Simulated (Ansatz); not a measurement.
# HfF4 (SMILES F[Hf](F)(F)F): B3LYP/def2-SVP (core potential)

Aim: the vertical singlet–triplet gap of HfF4 at B3LYP/def2-SVP (core potential), from 2 runs. 

The calculation is run with Ansatz 0.2.0.

7 further runs of the same task are left out: 6 that didn't finish, 1 set aside as unsound or not needed.

## 1. The system as given

The species is HfF4 (5 atoms), meant as a singlet with charge 0. As SMILES, `F[Hf](F)(F)F`. Geometry: relaxed at PBE0-D4/def2-TZVP.

Bond lengths: F1–Hf2 1.897 Å, Hf2–F3 1.897 Å, Hf2–F4 1.897 Å, Hf2–F5 1.897 Å. Angles: F1–Hf2–F3 109.5°, F1–Hf2–F4 109.5°, F1–Hf2–F5 109.5°, F3–Hf2–F4 109.5°, F3–Hf2–F5 109.5°, F4–Hf2–F5 109.5°.

## 2. The energy at B3LYP/def2-SVP (core potential)

input.yaml

```yaml
crystal:
  periodic: [false, false, false]
  atoms:
    - symbol: F
      position_ang: [-0.908700, -0.112040, 1.661430]
    - symbol: Hf
      position_ang: [-0.000000, 0.000000, -0.000000]
    - symbol: F
      position_ang: [1.622880, -0.977200, 0.099740]
    - symbol: F
      position_ang: [-1.093180, -0.727680, -1.368970]
    - symbol: F
      position_ang: [0.379000, 1.816910, -0.392190]
basis:
  gaussian:
    orbitals: def2-SVP
hamiltonian:
  xc: {name: B3LYP}
accuracy: high
output: {orbitals: {seedname: orbitals}}
```

Started as:

```sh
ansatz run input.yaml --threads 1 --pin off --max-ram 3480MiB --events-out events.jsonl --progress --plain --runs-dir runs
```

The program printed:

```text
Warning: RAYON_NUM_THREADS=1 ignored (pool sized by the plan → 1); use --threads N
Functional definition: B3LYP
  name "B3LYP"
  parameter a0 = 0.2
  parameter ax = 0.72
  parameter ac = 0.81
  exchange = (1 - a0 - ax)*slater_x + ax*b88_x + a0*exact_x
  correlation = (1 - ac)*vwn_rpa_c + ac*lyp_c
1818 factors; integrals over basis functions are off by at most 3.1e-9 eV
mean field evaluation 1: about -12167.3923 eV, gradient 7.0e1 eV
mean field evaluation 2: about -12131.1071 eV, gradient 1.7e2 eV
mean field evaluation 4: about -12175.2959 eV, gradient 2.2e0 eV
mean field evaluation 8: about -12175.3808 eV, gradient 4.6e-2 eV
mean field evaluation 16: about -12175.3808 eV, gradient 1.3e-6 eV
mean field -12175.38085003 eV, -447.4369934691 hartree, gradient 2.2e-8 eV, S^2 0.000000; 0 other end points of the search recorded, 0 dependent functions left out
reference -12175.38088769 eV, -447.4369948529 hartree; 24, 24 occupied and 64, 64 virtual orbitals, 1818 factors
Total energy: -12175.38088769 eV, -447.4369948529 hartree
```

It took 6.6 s on 1 thread of Intel Xeon Platinum 8375C at 2.90GHz (Ice Lake), shared host; peak memory 0.32 GiB.

## 3. The triplet, same level

input.yaml

```yaml
crystal:
  periodic: [false, false, false]
  atoms:
    - {symbol: F, position_ang: [-0.908700, -0.112040, 1.661430]}
    - {symbol: Hf, position_ang: [-0.000000, 0.000000, -0.000000]}
    - {symbol: F, position_ang: [1.622880, -0.977200, 0.099740]}
    - {symbol: F, position_ang: [-1.093180, -0.727680, -1.368970]}
    - {symbol: F, position_ang: [0.379000, 1.816910, -0.392190]}
basis:
  gaussian:
    orbitals: def2-SVP
magnetization:
  spin_polarized: true
  initial_magnetization: 2
hamiltonian:
  xc: {name: B3LYP}
accuracy: high
output:
  orbitals: {seedname: orbitals}
```

Started as:

```sh
ansatz run input.yaml --threads 1 --pin off --max-ram 3480MiB --events-out events.jsonl --progress --plain --runs-dir runs
```

The program printed (excerpt; [...] marks lines left out):

```text
Warning: RAYON_NUM_THREADS=1 ignored (pool sized by the plan → 1); use --threads N
[... 2 set-up lines as earlier in the session ...]
[...]
1818 factors; integrals over basis functions are off by at most 3.1e-9 eV
[...]
mean field -12166.14900004 eV, -447.0977292396 hartree, gradient 8.6e-8 eV, S^2 2.004612; 10 other end points of the search recorded, 0 dependent functions left out
reference -12166.14903538 eV, -447.0977305380 hartree; 25, 23 occupied and 63, 65 virtual orbitals, 1818 factors
Total energy: -12166.14903538 eV, -447.0977305380 hartree
```

Run time: 1.7 min. Hardware: 1 thread of Intel Xeon Platinum 8375C at 2.90GHz (Ice Lake), shared host; peak memory 0.61 GiB.

## 4. What came out

At B3LYP/def2-SVP (core potential):

| quantity | value |
| --- | --- |
| singlet: total energy | -447.43699 Eh |
| singlet: HOMO energy | -11.68 eV |
| singlet: LUMO energy | -1.20 eV |
| singlet: HOMO–LUMO gap | 10.48 eV |
| triplet: total energy | -447.09773 Eh |
| triplet: HOMO energy (highest over α and β) | -2.58 eV |
| triplet: ⟨S²⟩ | 2.005 |
| vertical energy of the triplet above the singlet | 9.232 eV |

In words: At this shape the triplet lies 9.23 eV (213 kcal/mol) above the singlet.
